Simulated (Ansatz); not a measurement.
# CdFH3OSi: the cost of one run

Program: Ansatz 0.2.0. Level of theory: RKS PBE0-D4/def2-SVP. These are calculated values, not measurements.

## 1. The system as given

Bond lengths: F1–Cd2 1.930 Å, Cd2–O3 1.927 Å, O3–Si4 1.615 Å, Si4–H5 1.482 Å, Si4–H6 1.477 Å, Si4–H7 1.466 Å. Angles: F1–Cd2–O3 117.3°, Cd2–O3–Si4 121.3°, O3–Si4–H5 111.0°, O3–Si4–H6 112.2°, O3–Si4–H7 98.8°, H5–Si4–H6 110.0°, H5–Si4–H7 112.3°, H6–Si4–H7 112.1°.

Coordinates:

```xyz
7

F    -0.6854   -2.1111    1.7037
Cd   -1.3359   -1.7324   -0.0730
O    -0.7748   -0.0773   -0.8854
Si    0.4513    0.7825   -0.2799
H     1.7102    0.0001   -0.2997
H     0.1747    1.2612    1.0897
H     0.4599    1.8770   -1.2553
```

## 2. Relaxing end A

Input file input.yaml:

```yaml
crystal:
  periodic: [false, false, false]
  atoms:
    - { symbol: F, position_ang: [-0.6854, -2.1111, 1.70369] }
    - { symbol: Cd, position_ang: [-1.33589, -1.73241, -0.07296] }
    - { symbol: O, position_ang: [-0.77481, -0.07734, -0.88541] }
    - { symbol: Si, position_ang: [0.45129, 0.78254, -0.27993] }
    - { symbol: H, position_ang: [1.71018, 0.00012, -0.2997] }
    - { symbol: H, position_ang: [0.17474, 1.26121, 1.08965] }
    - { symbol: H, position_ang: [0.45988, 1.87698, -1.25535] }
basis:
  gaussian: { orbitals: def2-SVP }
hamiltonian:
  xc: pbe0
  dispersion: d4
relax:
  f_tol: 0.02
  max_steps: 50
```

Command:

```sh
ansatz run input.yaml --threads 2 --pin off --max-ram 3072MiB --backend cpu --events-out ev --progress --plain --runs-dir out
```

Q: Estimate wall time and peak memory on 2 threads of Arm Neoverse V2, shared host.

About 27 s, with a peak of 0.19 GiB.
